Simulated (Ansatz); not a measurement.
**BiPbCl2: one candidate of a structure search**

Aim: relax a trial structure of BiPbCl2 and see where it ends.

Computed with Ansatz 0.2.0 (DFT PBE, scalar-relativistic, plane waves, PAW, unless a step's input says otherwise).

**1. Starting point**

It takes space group P4/mmm (No. 123, tetragonal). Conventional cell: a = 5.850 Å, b = 5.850 Å, c = 2.860 Å, α = 90.00°, β = 90.00°, γ = 90.00°. Bi (site symmetry 4/mmm) is surrounded by 2 Bi at 2.86 Å and 4 Cl at 2.92 Å. Around Pb (site symmetry 4/mmm) lie 2 Pb at 2.86 Å and 8 Cl at 3.26 Å. Cl (site symmetry mmm) is surrounded by 2 Cl at 2.86 Å and 2 Bi at 2.92 Å and 4 Pb at 3.26 Å.

As a file:

```
Bi Pb Cl
1.0
     5.84957    0.00000    0.00000
     0.00000    5.84957    0.00000
     0.00000    0.00000    2.86049
Bi Pb Cl
1 1 2
Direct
  0.00000 0.00000 0.00000
  0.50000 0.50000 0.50000
  0.50000 0.00000 0.00000
  0.00000 0.50000 0.00000
```

Recipe of the guess: perovskite family, infinite layers (P4/mmm, No. 123). The dimensions are guesses.

**2. A first look at the guess**

input.yaml

```yaml
crystal:
  lattice:
    - [5.84957136, 0.0, 0.0]
    - [0.0, 5.84957136, 0.0]
    - [0.0, 0.0, 2.8604944]
  atoms:
    - { symbol: Bi, position: [0.0, 0.0, 0.0] }
    - { symbol: Pb, position: [0.5, 0.5, 0.5] }
    - { symbol: Cl, position: [0.5, 0.0, 0.0] }
    - { symbol: Cl, position: [0.0, 0.5, 0.0] }
basis:
  ecutwfc: 420
kpoints:
  mp_grid: { grid: [4, 4, 6] }
hamiltonian:
  xc: pbe
scf:
  occupations: { method: gaussian, width: 0.1 }
  lower_state_search: "off"
output:
  forces: true
  stress: true
  eigenvalues: true
```

Launch:

```
$ ansatz run input.yaml --threads 1 --pin off --max-ram 2048MiB --backend cpu --events-out ev --progress --plain --runs-dir out
```

The session goes on with these runs: a loose first relaxation; relaxation on the finer mesh.

Q: Predict the outcome of this session. Wanted: conventional cell; volume; energy over the elements; gap on the mesh.

**Answer**, as computed:

```
                                                              quantity                                                                      value
                                symmetry at the end (tolerance 0.05 Å)                                               space group P4/mmm (No. 123)
                                                     conventional cell  a = 5.940 Å, b = 5.940 Å, c = 3.339 Å, α = 90.00°, β = 90.00°, γ = 90.00°
                                                                volume                                                              29.46 Å³/atom
energy over the elements (uncorrected; H, N, O, F and Cl as molecules)                                                              -0.39 eV/atom
                                                       gap on the mesh                                                               none (metal)
```

In words: The space group P4/mmm (No. 123) is kept, and the volume per atom grows by 20.4 % from the first guess. A negative formation energy is needed for stability but isn't enough; other structures and compounds were not set against it here. No finished test with a distortion of lower symmetry is shown, so the end may be a saddle point. The runs treat Bi, Pb without spin-orbit coupling. Spin polarisation is off in the runs that give these values; a magnetic solution could lie lower.
